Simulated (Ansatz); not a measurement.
**GeN₂+ (quartet): wave-function methods side by side, cc-pVDZ**

The task here is to estimate one member of a computed series from the others.

Computed with Ansatz 0.2.0, Gaussian basis. Level: cc-pVDZ, core rule «outside noble gas», up to 16 orbitals frozen.

The runs, in order: UHF; CCSD(T) on ROHF; CCSD(T) on UHF; BCCD(T) on ROHF; CISD; CCSDT(Q) on ROHF; CCSDT(Q) on UHF.

37 further runs of the same task are left out: 13 for a known fault of the program, 10 that didn't finish, 14 set aside as unsound or not needed.

## What is computed

The geometry is a PBE0/def2-TZVP stationary point (not a proven minimum) of the parent state, kept for this charge and spin. No spin-orbit coupling is included. The filled d shell of Ge may be among the frozen orbitals whatever the setting's name suggests; the logs give the count.

3 atoms, charge 1, spin multiplicity 4.

Atoms are counted from 1 here; the program's logs count them from 0.

Bond lengths: Ge1–N2 1.961 Å, N2–N3 1.116 Å. Angles: Ge1–N2–N3 180.0°.

The first run:

Input file in.yaml:

```yaml
crystal:
  periodic: [false, false, false]
  atoms:
    - {symbol: Ge, position_ang: [0.000000, 0.000000, 1.679400]}
    - {symbol: N, position_ang: [0.000000, 0.000000, -0.281900]}
    - {symbol: N, position_ang: [0.000000, 0.000000, -1.397500]}
basis:
  gaussian: {orbitals: cc-pVDZ}
total_charge: 1
magnetization: {spin_polarized: true, initial_magnetization: 3}
hamiltonian: {xc: hf}
output: {orbitals: {seedname: orbitals}}
```

Command:

```console
$ ansatz run in.yaml --threads 1 --pin off --events-out ev --progress --plain --max-ram 2393MiB
```

Steps of the session up to this table: UHF; CCSD(T) on ROHF; CCSD(T) on UHF; BCCD(T) on ROHF; CISD; CCSDT(Q) on ROHF; CCSDT(Q) on UHF.

One of the session's tables, all rows but one given; the rest of the session is left out.

| method | from RCCSDT(Q) (kcal/mol) |
| --- | --- |
| ROHF | +227.94 |
| UHF | +225.13 |
| RMP2 | +15.49 |
| UMP2 | +23.59 |
| RCCSD | ? |
| UCCSD | +10.62 |
| RCCSD(T) | +1.84 |
| UCCSD(T) | +1.41 |
| BCCD(T) | +1.78 |
| RCCSDT | +1.44 |
| UCCSDT | +0.78 |
| RCCSDT(Q) | 0 |
| UCCSDT(Q) | -0.61 |

**Question.** Estimate the row for RCCSD.

The run gave: from RCCSDT(Q) (kcal/mol): +11.43. In the column «from RCCSDT(Q) (kcal/mol)» it lies between UCCSD (+10.62) and RMP2 (+15.49).

Not comparable, so not listed: CISD (they don't share determinant, frozen orbitals or solution with the rows shown, or repeat one).

Caveats from the session: Restricted and unrestricted rows rest on different reference determinants; where their highest levels disagree by more than a few hundredths of an eV, they describe different states and don't form one ladder.
